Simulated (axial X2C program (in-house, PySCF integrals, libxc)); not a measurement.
**A two-component session on RuCl: properties at the nuclei**

Wanted for RuCl: properties at the nuclei, at the two-component level.

Program: an in-house X2C program for linear molecules on PySCF integrals. Level of theory: two-component X2C with atomic mean-field terms, Ru dyall-acv3z, Cl dyall-av3z. These are calculated values, not measurements.

### 1 The job

The input, task.json:

```json
{
 "zs": [
  44,
  17
 ],
 "q": 0,
 "bas": [
  "dyall-acv3z",
  "dyall-av3z"
 ],
 "r0": 2.24,
 "levels": [
  "PBE0",
  "HF",
  "B3LYP"
 ],
 "nst": 1,
 "ff": 1,
 "thr": -3.5,
 "nmax": 130,
 "opt": {
  "ecut": 60
 }
}
```

Keys: zs atomic numbers; q charge; bas basis sets; r0 starting distance in Å; levels methods (HF also brings MP2); nst determinants followed; ff finite-field run; thr threshold in hartree for freezing inner shells (an s shell follows its p shell); nmax most natural virtual spinors; ecut virtual cutoff in hartree.

Run with:

```bash
$ python soeom.py task.json out
```

Nuclei are Gaussian, cores are contracted, and the Gaunt term is on.

### 2 Expectation values, lowest determinant

R = 2.238 Å. State: Ω = 7/2 (excess of +ω over −ω: ω = -1/2, ω = 3/2, ω = 5/2).

Output of the PBE0 run:

```text
two-component X2C + atomic mean field  PBE0
basis functions 221  fitting functions 1041  grid points 5080
iter        total energy     max residual
   1      -4989.685257910     8.37e-01
   2      -4989.705345538     1.22e-03
   3      -4989.705346754     3.72e-04
   4      -4989.705349201     1.66e-04
   5      -4989.705349618     4.42e-05
   6      -4989.705349720     1.18e-05
   7      -4989.705349725     2.23e-06
   8      -4989.705349726     9.74e-07
converged
one-electron -7231.97504427  Coulomb 2230.42186912  exact exchange -40.01846335  xc functional -122.68498970  nuclear repulsion 176.86530553  atomic mean-field constant -2.31402706
```

The highest occupied spinor is 61% Ru d, 20% Ru s, 16% Cl p.

| level | Eeff magnitude (GV/cm) | Ws magnitude Ru (kHz) | A∥/gI Ru (MHz) | qzz Ru (a.u.) | A∥/gI Cl (MHz) | qzz Cl (a.u.) | μ (D) |
| --- | --- | --- | --- | --- | --- | --- | --- |
| PBE0 | 1.36 | 0.14 | 142 | -0.26 | -9.54 | 1.18 | -4.75 |
| HF | 1.92 | 0.212 | -34.4 | -1.74 | -4.08 | 0.91 | -6.28 |
| B3LYP | 1.34 | 0.135 | 132 | 0.01 | -9.2 | 1.18 | -4.46 |

Eeff is the effective electric field on the electron dipole moment in this Ω state and Ws the scalar–pseudoscalar constant (defined with the proton number Z and per Ω); A∥ is the parallel hyperfine constant, which follows by multiplying with the nuclear g factor gI = μI/(I μN); qzz is the electric field gradient, eQq0 = 234.96 MHz × Q/barn × qzz; μ is positive if Cl is the positive end. The operators were transformed with the bare-nucleus X2C matrices.

### 3 Finite-field coupled cluster

Output:

```text
two-component X2C + atomic mean field  HF
basis functions 221  fitting functions 1041  grid points 5080
iter        total energy     max residual
   1      -4987.075750085     3.37e-01
   2      -4987.108966498     6.21e-03
   3      -4987.111432418     3.89e-03
   4      -4987.111941690     1.82e-03
   5      -4987.112181854     1.18e-03
   6      -4987.112280920     7.78e-04
   7      -4987.112335552     5.76e-04
   8      -4987.112363789     4.98e-04
   9      -4987.112371522     4.56e-04
  10      -4987.112384286     3.65e-04
  11      -4987.112396388     2.45e-04
  12      -4987.112404471     1.11e-04
  13      -4987.112406549     3.49e-05
  14      -4987.112406779     2.23e-05
  15      -4987.112406807     1.60e-05
  16      -4987.112406824     1.04e-05
  17      -4987.112406837     7.25e-06
  18      -4987.112406847     4.91e-06
  19      -4987.112406852     3.74e-06
  20      -4987.112406855     2.88e-06
  21      -4987.112406858     1.81e-06
  22      -4987.112406859     1.20e-06
converged
one-electron -7232.13921109  Coulomb 2230.71901146  exact exchange -160.24348570  xc functional 0.00000000  nuclear repulsion 176.86530553  atomic mean-field constant -2.31402706
correlated 23  virtual 333  natural virtual 130  E(MP2) -0.740171442  MP2 remainder -0.036904914
iter   CCSD correlation   residual
   1     -0.688976720   1.45e-01
   2     -0.702960482   5.60e-02
   3     -0.706710262   2.50e-02
   4     -0.706864530   1.24e-02
   5     -0.706964959   6.23e-03
   6     -0.707076566   2.41e-03
   7     -0.707085318   1.10e-03
   8     -0.707097559   5.31e-04
   9     -0.707088314   3.60e-04
  10     -0.707089419   2.57e-04
  11     -0.707087486   1.79e-04
  12     -0.707088942   1.14e-04
  13     -0.707088896   7.33e-05
  14     -0.707089345   4.55e-05
  15     -0.707089212   2.36e-05
  16     -0.707089190   1.23e-05
  17     -0.707089159   5.73e-06
  18     -0.707089174   3.15e-06
(T) -0.027291801  T1 0.0265  D1 0.0704  max T2 0.040
```

T1 in the output is the amplitude norm over the root of the electron number; divide by √2 for the Lee–Taylor value.

23 electrons correlated in 130 natural virtual spinors, MP2 remainder added; T1 = 0.019.

| level | Eeff magnitude (GV/cm) | Ws magnitude Ru (kHz) | A∥/gI Ru (MHz) | qzz Ru (a.u.) | A∥/gI Cl (MHz) | μ (D) |
| --- | --- | --- | --- | --- | --- | --- |
| HF | 1.92 | 0.212 | -34.3 | -1.74 | -4.09 | -6.28 |
| MP2 | 2.31 | 0.257 | -12.4 | -0.45 | -4.14 | -5.11 |
| CCSD | 1.94 | 0.213 | 33.5 | -0.74 | -5.44 | -5.27 |
| CCSD(T) | 1.97 | 0.217 | 35.9 | -0.53 | -5.57 | -5.01 |

### 4 What came out

```
                       quantity                                                       value
             lowest determinant  Ω = 7/2 (excess of +ω over −ω: ω = -1/2, ω = 3/2, ω = 5/2)
   Eeff magnitude (GV/cm), PBE0                                                        1.36
    Ws magnitude Ru (kHz), PBE0                                                        0.14
           A∥/gI Ru (MHz), PBE0                                                         142
            qzz Ru (a.u.), PBE0                                                       -0.26
Eeff magnitude (GV/cm), CCSD(T)                                                        1.97
 Ws magnitude Ru (kHz), CCSD(T)                                                       0.217
        A∥/gI Ru (MHz), CCSD(T)                                                        35.9
         qzz Ru (a.u.), CCSD(T)                                                       -0.53
```

In the first state, the effective field runs from 1.34 to 1.92 GV/cm over the mean-field levels. The expectation values come from single determinants, which for open shells can mix terms of unlike spin or miss the lowest Ω, so a determinant need not be a state. Eeff is the effective electric field on the electron dipole moment in this Ω state and Ws the scalar–pseudoscalar constant (defined with the proton number Z and per Ω); A∥ is the parallel hyperfine constant, which follows by multiplying with the nuclear g factor gI = μI/(I μN); qzz is the electric field gradient, eQq0 = 234.96 MHz × Q/barn × qzz; μ is positive if Cl is the positive end. The operators were transformed with the bare-nucleus X2C matrices. Correlation of the inner shells is missing, which matters for properties at the nucleus.
